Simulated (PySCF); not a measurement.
# [TaF4]+: other spin states, a change of charge and excitations

Aim: at the relaxed geometry of [TaF4]+, try other spin states, a change of charge and excitations. The structure is generated, not taken from experiment.

The runs use PySCF 2.14.0; B3LYP, Ta def2-SVP with ECP60, F def2-SVP; scalar-relativistic core potentials, no spin–orbit coupling.

4 further runs of the same task are left out: 2 for a known fault of the program, 2 that didn't finish.

### 1 The system as given

5 atoms, charge 1, spin multiplicity 1.

Bond lengths: Ta1–F2 1.821 Å, Ta1–F3 1.821 Å, Ta1–F4 1.821 Å, Ta1–F5 1.821 Å. Angles: F2–Ta1–F3 109.5°, F2–Ta1–F4 109.5°, F2–Ta1–F5 109.5°, F3–Ta1–F4 109.5°, F3–Ta1–F5 109.5°, F4–Ta1–F5 109.5°.

Coordinates:

```xyz
5
F4Ta
Ta    0.0000    0.0000    0.0000
F     1.0511    1.0511    1.0511
F    -1.0511   -1.0511    1.0511
F     1.0511   -1.0511   -1.0511
F    -1.0511    1.0511   -1.0511
```

Formal oxidation states: Ta +5. An earlier session relaxed this geometry at B3LYP, Ta def2-SVP with ECP60, F def2-SVP (singlet, point group Td).

Its energy there is -456.052726 Eh.

### 2 Multiplicity 3 at the relaxed geometry

run.py (the lines that set the calculation)

```python
mol = gto.M(atom='''
Ta     0.00000     0.00000     0.00000
F      1.05110     1.05110     1.05110
F     -1.05110    -1.05110     1.05110
F      1.05110    -1.05110    -1.05110
F     -1.05110     1.05110    -1.05110''',
    basis={'Ta': 'def2-SVP', 'F': 'def2-SVP'},
    ecp={'Ta': 'def2-SVP'},
    charge=1, spin=2)
mf = dft.UKS(mol, xc='B3LYP')
mf.grids.atom_grid = (50, 194)
mf = mf.density_fit()  # fitting sets: Ta def2-universal-JKFIT, F def2-universal-JKFIT
mf.conv_tol = 1e-08; mf.max_cycle = 55
mf.kernel(dm0)  # dm0: free metal ions and neutral atoms
```

Started as:

```bash
$ OMP_NUM_THREADS=2 python run.py
```

Standard output:

```text
init E= -467.156030974033
cycle= 1 E= -454.477470468932  delta_E= 12.7  |g|= 1.95  |ddm|= 2.66
cycle= 2 E= -453.036096927682  delta_E= 1.44  |g|= 2.57  |ddm|= 3.57
cycle= 3 E= -455.512891274861  delta_E= -2.48  |g|= 0.807  |ddm|= 2.91
cycle= 4 E= -455.525031885832  delta_E= -0.0121  |g|= 0.741  |ddm|= 1.09
cycle= 5 E= -455.701338057307  delta_E= -0.176  |g|= 0.376  |ddm|= 0.939
cycle= 6 E= -455.637162543171  delta_E= 0.0642  |g|= 0.554  |ddm|= 0.714
cycle= 7 E= -455.760339194362  delta_E= -0.123  |g|= 0.126  |ddm|= 0.516
cycle= 8 E= -455.762552532401  delta_E= -0.00221  |g|= 0.108  |ddm|= 0.169
cycle= 9 E= -455.767111190909  delta_E= -0.00456  |g|= 0.0325  |ddm|= 0.0962
cycle= 10 E= -455.767469757991  delta_E= -0.000359  |g|= 0.0222  |ddm|= 0.0403
cycle= 11 E= -455.767686340161  delta_E= -0.000217  |g|= 0.0153  |ddm|= 0.0406
cycle= 12 E= -455.76790869162  delta_E= -0.000222  |g|= 0.00906  |ddm|= 0.0673
cycle= 13 E= -455.768016420868  delta_E= -0.000108  |g|= 0.00762  |ddm|= 0.0449
cycle= 14 E= -455.768239096055  delta_E= -0.000223  |g|= 0.00419  |ddm|= 0.106
cycle= 15 E= -455.768386222678  delta_E= -0.000147  |g|= 0.00192  |ddm|= 0.086
cycle= 16 E= -455.768420632104  delta_E= -3.44e-05  |g|= 0.00189  |ddm|= 0.0202
cycle= 17 E= -455.768480498273  delta_E= -5.99e-05  |g|= 0.00173  |ddm|= 0.0373
cycle= 18 E= -455.768550406561  delta_E= -6.99e-05  |g|= 0.00184  |ddm|= 0.0493
cycle= 19 E= -455.768725705442  delta_E= -0.000175  |g|= 0.00295  |ddm|= 0.163
cycle= 20 E= -455.768716221882  delta_E= 9.48e-06  |g|= 0.00148  |ddm|= 0.0203
cycle= 21 E= -455.768770546604  delta_E= -5.43e-05  |g|= 0.00132  |ddm|= 0.0774
cycle= 22 E= -455.768746589954  delta_E= 2.4e-05  |g|= 0.00664  |ddm|= 0.0285
cycle= 23 E= -455.768773886248  delta_E= -2.73e-05  |g|= 0.00344  |ddm|= 0.0238
cycle= 24 E= -455.768799798643  delta_E= -2.59e-05  |g|= 0.00282  |ddm|= 0.0505
cycle= 25 E= -455.768811577457  delta_E= -1.18e-05  |g|= 0.00201  |ddm|= 0.0631
cycle= 26 E= -455.768810025132  delta_E= 1.55e-06  |g|= 0.00236  |ddm|= 0.0382
cycle= 27 E= -455.768818980764  delta_E= -8.96e-06  |g|= 0.000975  |ddm|= 0.0377
cycle= 28 E= -455.768820045439  delta_E= -1.06e-06  |g|= 0.000151  |ddm|= 0.0105
cycle= 29 E= -455.768820136419  delta_E= -9.1e-08  |g|= 0.00016  |ddm|= 0.00277
cycle= 30 E= -455.768820150124  delta_E= -1.37e-08  |g|= 0.000355  |ddm|= 0.00406
cycle= 31 E= -455.76882026523  delta_E= -1.15e-07  |g|= 6.82e-05  |ddm|= 0.00379
cycle= 32 E= -455.768820311591  delta_E= -4.64e-08  |g|= 5.81e-05  |ddm|= 0.00194
cycle= 33 E= -455.768820321101  delta_E= -9.51e-09  |g|= 6.61e-05  |ddm|= 0.00141
Extra cycle  E= -455.768820285024  delta_E= 3.61e-08  |g|= 0.000351  |ddm|= 0.000463
converged SCF energy = -455.768820285024  <S^2> = 2.006969  2S+1 = 3.0046424
```

Run time: 5.1 s. Hardware: 2 threads of Arm Neoverse V1, shared host.

It gives: E = -455.768820 Eh (+7.725 eV from the relaxed state), HOMO -11.16 eV, LUMO -17.21 eV (over both spins), ⟨S²⟩ = 2.007, Mulliken charge on Ta1 +1.46 e. An empty level of one spin lies below a filled level of the other.

### 3 One electron removed, multiplicity 2

Edit run.py (the lines that set the calculation) of step 2 so:

```diff
@@ -8,3 +8,3 @@
     ecp={'Ta': 'def2-SVP'},
-    charge=1, spin=2)
+    charge=2, spin=1)
 mf = dft.UKS(mol, xc='B3LYP')
@@ -13,2 +13,2 @@
 mf.conv_tol = 1e-08; mf.max_cycle = 55
-mf.kernel(dm0)  # dm0: free metal ions and neutral atoms
+mf.kernel(dm0)  # dm0: the density of the relaxed state
```

Started as:

```bash
$ OMP_NUM_THREADS=2 python run.py
```

Standard output:

```text
init E= -456.059820595066
cycle= 1 E= -455.2003459959  delta_E= 0.859  |g|= 0.337  |ddm|= 0.666
  HOMO = -0.970393834508  LUMO = -0.949022793027  gap/eV = 0.58154
cycle= 2 E= -454.952160713091  delta_E= 0.248  |g|= 0.856  |ddm|= 0.85
  HOMO = -0.978030840102  LUMO = -0.93308138403  gap/eV = 1.22314
cycle= 3 E= -455.17324741027  delta_E= -0.221  |g|= 0.417  |ddm|= 0.917
  HOMO = -0.955064785106  LUMO = -0.922991564675  gap/eV = 0.87276
cycle= 4 E= -455.238433881674  delta_E= -0.0652  |g|= 0.104  |ddm|= 0.425
  HOMO = -0.951548420332  LUMO = -0.916684031658  gap/eV = 0.94871
cycle= 5 E= -455.240217042759  delta_E= -0.00178  |g|= 0.0822  |ddm|= 0.128
  HOMO = -0.954398733868  LUMO = -0.914183624146  gap/eV = 1.09431
cycle= 6 E= -455.241806801335  delta_E= -0.00159  |g|= 0.0549  |ddm|= 0.106
  HOMO = -0.955915453174  LUMO = -0.912048656796  gap/eV = 1.19368
cycle= 7 E= -455.242522829938  delta_E= -0.000716  |g|= 0.037  |ddm|= 0.062
  HOMO = -0.956007345548  LUMO = -0.911745713334  gap/eV = 1.20442
cycle= 8 E= -455.242991007888  delta_E= -0.000468  |g|= 0.0159  |ddm|= 0.0316
  HOMO = -0.955883126034  LUMO = -0.910976938633  gap/eV = 1.22196
cycle= 9 E= -455.243058899635  delta_E= -6.79e-05  |g|= 0.0158  |ddm|= 0.0262
  HOMO = -0.955942713859  LUMO = -0.910907757987  gap/eV = 1.22546
cycle= 10 E= -455.24312594803  delta_E= -6.7e-05  |g|= 0.012  |ddm|= 0.0131
  HOMO = -0.956343444113  LUMO = -0.910715915218  gap/eV = 1.24159
cycle= 11 E= -455.243206528396  delta_E= -8.06e-05  |g|= 0.0055  |ddm|= 0.0321
...
cycle= 25 E= -455.243249636793  delta_E= -7.17e-07  |g|= 0.000878  |ddm|= 0.00107
  HOMO = -0.958941795348  LUMO = -0.810566587602  gap/eV = 4.03750
cycle= 26 E= -455.243249801815  delta_E= -1.65e-07  |g|= 0.000755  |ddm|= 0.00108
  HOMO = -0.958943060021  LUMO = -0.810566702961  gap/eV = 4.03753
cycle= 27 E= -455.243249949393  delta_E= -1.48e-07  |g|= 0.000562  |ddm|= 0.00077
  HOMO = -0.958944501414  LUMO = -0.810564050422  gap/eV = 4.03764
cycle= 28 E= -455.243249987922  delta_E= -3.85e-08  |g|= 0.00054  |ddm|= 0.000716
  HOMO = -0.958945536199  LUMO = -0.810563936948  gap/eV = 4.03767
cycle= 29 E= -455.243250025443  delta_E= -3.75e-08  |g|= 0.000487  |ddm|= 0.000589
  HOMO = -0.958945036037  LUMO = -0.810562985854  gap/eV = 4.03768
cycle= 30 E= -455.243250076365  delta_E= -5.09e-08  |g|= 0.000366  |ddm|= 0.000396
  HOMO = -0.958946703257  LUMO = -0.810564195995  gap/eV = 4.03769
cycle= 31 E= -455.243250123538  delta_E= -4.72e-08  |g|= 0.000199  |ddm|= 0.000314
  HOMO = -0.958946614128  LUMO = -0.810564041062  gap/eV = 4.03770
cycle= 32 E= -455.243250138859  delta_E= -1.53e-08  |g|= 0.000118  |ddm|= 0.000201
  HOMO = -0.958946125237  LUMO = -0.810564655611  gap/eV = 4.03767
cycle= 33 E= -455.243250149003  delta_E= -1.01e-08  |g|= 3.55e-05  |ddm|= 0.000218
  HOMO = -0.958945601426  LUMO = -0.810564146675  gap/eV = 4.03767
cycle= 34 E= -455.243250150977  delta_E= -1.97e-09  |g|= 3.18e-05  |ddm|= 9.36e-05
  HOMO = -0.958944542245  LUMO = -0.910564134277  gap/eV = 1.31650
Extra cycle  E= -455.243250144516  delta_E= 6.46e-09  |g|= 0.000154  |ddm|= 0.000198
converged SCF energy = -455.243250144516  <S^2> = 0.76740691  2S+1 = 2.0173318
```

Run time: 16 s. Hardware: 2 threads of Arm Neoverse V1, shared host.

Result: E = -455.243250 Eh (+22.027 eV from the relaxed state), HOMO -26.09 eV, LUMO -24.78 eV (over both spins), ⟨S²⟩ = 0.767, Mulliken charge on Ta1 +1.93 e. 

### 4 One electron added, multiplicity 2

Edit run.py (the lines that set the calculation) of step 3 so:

```diff
@@ -8,3 +8,3 @@
     ecp={'Ta': 'def2-SVP'},
-    charge=2, spin=1)
+    charge=0, spin=1)
 mf = dft.UKS(mol, xc='B3LYP')
```

Started as:

```bash
$ OMP_NUM_THREADS=2 python run.py
```

Standard output:

```text
init E= -456.059253220284
  HOMO = -0.363487499375  LUMO = -0.354770135202  gap/eV = 0.23721
cycle= 1 E= -456.252567383138  delta_E= -0.193  |g|= 0.296  |ddm|= 1.16
  HOMO = -0.0389352460451  LUMO = -0.0146102184212  gap/eV = 0.66192
cycle= 2 E= -456.26380617916  delta_E= -0.0112  |g|= 0.276  |ddm|= 0.688
  HOMO = -0.124314496087  LUMO = -0.037451398151  gap/eV = 2.36367
cycle= 3 E= -456.295690504984  delta_E= -0.0319  |g|= 0.125  |ddm|= 0.371
  HOMO = -0.131963539078  LUMO = -0.0426440616641  gap/eV = 2.43051
cycle= 4 E= -456.300605084105  delta_E= -0.00491  |g|= 0.00807  |ddm|= 0.0737
  HOMO = -0.134631000343  LUMO = -0.0432186382913  gap/eV = 2.48746
cycle= 5 E= -456.300649667226  delta_E= -4.46e-05  |g|= 0.00158  |ddm|= 0.0173
  HOMO = -0.134558072959  LUMO = -0.0430573613548  gap/eV = 2.48986
cycle= 6 E= -456.300657329525  delta_E= -7.66e-06  |g|= 0.000712  |ddm|= 0.0104
  HOMO = -0.134555569027  LUMO = -0.0430910305444  gap/eV = 2.48888
cycle= 7 E= -456.300663623844  delta_E= -6.29e-06  |g|= 0.000622  |ddm|= 0.0114
  HOMO = -0.134557553826  LUMO = -0.0431375911604  gap/eV = 2.48766
cycle= 8 E= -456.300668200782  delta_E= -4.58e-06  |g|= 0.000627  |ddm|= 0.00839
  HOMO = -0.134558864378  LUMO = -0.0430115575274  gap/eV = 2.49113
cycle= 9 E= -456.300654640085  delta_E= 1.36e-05  |g|= 0.000604  |ddm|= 0.0251
  HOMO = -0.135366834719  LUMO = -0.0426178746239  gap/eV = 2.52383
cycle= 10 E= -456.300580682827  delta_E= 7.4e-05  |g|= 0.00116  |ddm|= 0.169
  HOMO = -0.13548795161  LUMO = -0.042667559969  gap/eV = 2.52577
cycle= 11 E= -456.300579602486  delta_E= 1.08e-06  |g|= 0.0013  |ddm|= 0.00285
  HOMO = -0.134816493246  LUMO = -0.0421822191868  gap/eV = 2.52071
cycle= 12 E= -456.300561695026  delta_E= 1.79e-05  |g|= 0.000636  |ddm|= 0.0896
  HOMO = -0.135765032664  LUMO = -0.0426037506345  gap/eV = 2.53505
cycle= 13 E= -456.300559385593  delta_E= 2.31e-06  |g|= 0.00174  |ddm|= 0.112
  HOMO = -0.135758661028  LUMO = -0.042579210011  gap/eV = 2.53554
cycle= 14 E= -456.300557543417  delta_E= 1.84e-06  |g|= 0.00172  |ddm|= 0.0207
  HOMO = -0.136604725066  LUMO = -0.0429746143038  gap/eV = 2.54781
cycle= 15 E= -456.300555314001  delta_E= 2.23e-06  |g|= 0.00274  |ddm|= 0.00662
  HOMO = -0.1340304401  LUMO = -0.0417674412944  gap/eV = 2.51060
cycle= 16 E= -456.300558305202  delta_E= -2.99e-06  |g|= 0.000312  |ddm|= 0.0472
  HOMO = -0.134391831666  LUMO = -0.0419327575461  gap/eV = 2.51594
cycle= 17 E= -456.300558290624  delta_E= 1.46e-08  |g|= 0.000115  |ddm|= 0.0112
  HOMO = -0.134266957223  LUMO = -0.041875873867  gap/eV = 2.51409
cycle= 18 E= -456.30055829029  delta_E= 3.33e-10  |g|= 3.47e-05  |ddm|= 0.00393
  HOMO = -0.13429373913  LUMO = -0.0418897474999  gap/eV = 2.51444
Extra cycle  E= -456.300558291056  delta_E= -7.65e-10  |g|= 6.78e-06  |ddm|= 6.93e-05
converged SCF energy = -456.300558291056  <S^2> = 0.75118164  2S+1 = 2.0011813
```

It took 2.8 s on 2 threads of Arm Neoverse V1, shared host.

Read off: E = -456.300558 Eh (-6.744 eV from the relaxed state), HOMO -3.65 eV, LUMO -1.57 eV (over both spins), ⟨S²⟩ = 0.751, Mulliken charge on Ta1 +1.25 e. 

### 5 Singlet excitations, Tamm-Dancoff PBE0

Edit run.py (the lines that set the calculation) of step 4 so:

```diff
@@ -8,4 +8,4 @@
     ecp={'Ta': 'def2-SVP'},
-    charge=0, spin=1)
-mf = dft.UKS(mol, xc='B3LYP')
+    charge=1, spin=0)
+mf = dft.RKS(mol, xc='PBE0')
 mf.grids.atom_grid = (50, 194)
```

Started as:

```bash
$ OMP_NUM_THREADS=2 python run.py
```

Standard output:

```text
init E= -455.638795161049
  HOMO = -0.720807313074266  LUMO = -0.351301995574401  gap/eV = 10.05475
cycle= 1 E= -455.63951873958  delta_E= -0.000724  |g|= 0.0311  |ddm|= 0.0791
  HOMO = -0.726750968211896  LUMO = -0.352450433358877  gap/eV = 10.18524
cycle= 2 E= -455.639145700808  delta_E= 0.000373  |g|= 0.056  |ddm|= 0.0476
  HOMO = -0.723276184940923  LUMO = -0.353626628286841  gap/eV = 10.05868
cycle= 3 E= -455.639665741118  delta_E= -0.00052  |g|= 0.00616  |ddm|= 0.0372
  HOMO = -0.722864661321468  LUMO = -0.352331656414092  gap/eV = 10.08272
cycle= 4 E= -455.639674578245  delta_E= -8.84e-06  |g|= 0.000592  |ddm|= 0.00682
  HOMO = -0.722837049781826  LUMO = -0.352340027883302  gap/eV = 10.08174
cycle= 5 E= -455.639674647047  delta_E= -6.88e-08  |g|= 4.78e-05  |ddm|= 0.000491
  HOMO = -0.722836282835652  LUMO = -0.352344119910497  gap/eV = 10.08161
cycle= 6 E= -455.639674647612  delta_E= -5.65e-10  |g|= 4.96e-06  |ddm|= 6.14e-05
  HOMO = -0.722836933063187  LUMO = -0.352343206911353  gap/eV = 10.08165
Extra cycle  E= -455.639674647611  delta_E= 7.96e-13  |g|= 8.51e-06  |ddm|= 1.08e-05
converged SCF energy = -455.639674647611
```

Wall time 13 s (2 threads of Arm Neoverse V1, shared host).

It gives: E = -455.639675 Eh, HOMO -19.67 eV, LUMO -9.59 eV, Mulliken charge on Ta1 +1.78 e. 

Singlet excitations:

| state | energy (eV) | oscillator strength |
| --- | --- | --- |
| 1 | 8.07 | 0.0000 |
| 2 | 8.07 | 0.0000 |
| 3 | 8.07 | 0.0000 |
| 4 | 8.18 | 0.0015 |
| 5 | 8.18 | 0.0015 |
| 6 | 8.18 | 0.0015 |
| 7 | 8.19 | 0.0000 |
| 8 | 8.19 | 0.0000 |

### 6 Results

| state | energy from the relaxed state (eV) | ⟨S²⟩ | time |
| --- | --- | --- | --- |
| charge +1, singlet, vacuum (relaxed) | 0 | 0.00 |  |
| charge 0, doublet, vacuum | -6.74 | 0.75 | 2.8 s |
| charge +1, triplet, vacuum | 7.73 | 2.01 | 5.1 s |
| charge +2, doublet, vacuum | 22.03 | 0.77 | 16 s |

An electron taken off or put on is at rest in vacuum. 

In the excitation run (PBE0), the lowest singlet lies at 8.07 eV (gaps between orbitals at other levels can't be set against it), and the brightest of the eight at 8.18 eV (f = 0.002); spin–orbit coupling would mix in triplets. Removing an electron vertically costs 22.03 eV (doublet), against −HOMO = 19.28 eV. Adding an electron vertically releases 6.74 eV (doublet). The triplet lies 7.73 eV above at this geometry. The bases are small and lack diffuse functions. Spin–orbit coupling is left out.
